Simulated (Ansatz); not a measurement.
# BBrH4O: the cost of one run

All numbers below are computed with Ansatz 0.2.0 (RKS BHLYP-D4/def2-SVP).

### 1 The system as given

Bond lengths: B1–O2 1.760 Å, O2–H3 1.010 Å, B1–H4 1.190 Å, B1–H5 1.190 Å, B1–Br6 2.340 Å, O2–H7 1.121 Å, Br6–H7 1.485 Å. Angles: B1–O2–H3 109.5°, B1–O2–H7 88.7°, H3–O2–H7 109.2°, O2–B1–H4 120.0°, O2–B1–H5 120.0°, O2–B1–Br6 71.6°, H4–B1–H5 120.0°, H4–B1–Br6 96.8°, H5–B1–Br6 101.3°, B1–Br6–H7 60.6°, O2–H7–Br6 139.1°.

Structure file:

```xyz
7

B     0.0000    0.0000    0.0000
O     0.0000    0.0000    1.7600
H    -0.9095   -0.2814    2.0971
H     1.0305    0.0000   -0.5950
H    -1.0305    0.0000   -0.5950
Br    0.1049    2.2181    0.7379
H     0.0529    1.1190    1.7348
```

### 2 Pulling towards end A

Springs on the bonds that form and break draw the guess towards this end; the thresholds are loose.

File input.yaml:

```yaml
crystal:
  periodic: [false, false, false]
  atoms:
    - { symbol: B, position_ang: [0.0, 0.0, 0.0] }
    - { symbol: O, position_ang: [0.0, 0.0, 1.76] }
    - { symbol: H, position_ang: [-0.9095, -0.2814, 2.0971] }
    - { symbol: H, position_ang: [1.0305, 0.0, -0.595] }
    - { symbol: H, position_ang: [-1.0305, 0.0, -0.595] }
    - { symbol: Br, position_ang: [0.1049, 2.2181, 0.7379] }
    - { symbol: H, position_ang: [0.0529, 1.119, 1.7348] }
basis:
  gaussian: { orbitals: def2-SVP }
hamiltonian:
  xc: { name: BHLYP }
  dispersion: d4
relax:
  f_tol: 0.15
  max_steps: 25
  restrain:
    - { distance: [0, 5], at: 3.24, k: 30.0 }
    - { distance: [6, 1], at: 2.21, k: 30.0 }
    - { distance: [0, 1], at: 1.41, k: 30.0 }
    - { distance: [6, 5], at: 1.55, k: 30.0 }
```

Run with:

```
$ ansatz run input.yaml --threads 1 --pin off --max-ram 2048MiB --backend cpu --events-out ev --progress --plain --runs-dir out
```

What time and memory should one allow on 1 thread of Arm Neoverse V1, shared host?

About 35 s, with a peak of 0.16 GiB.
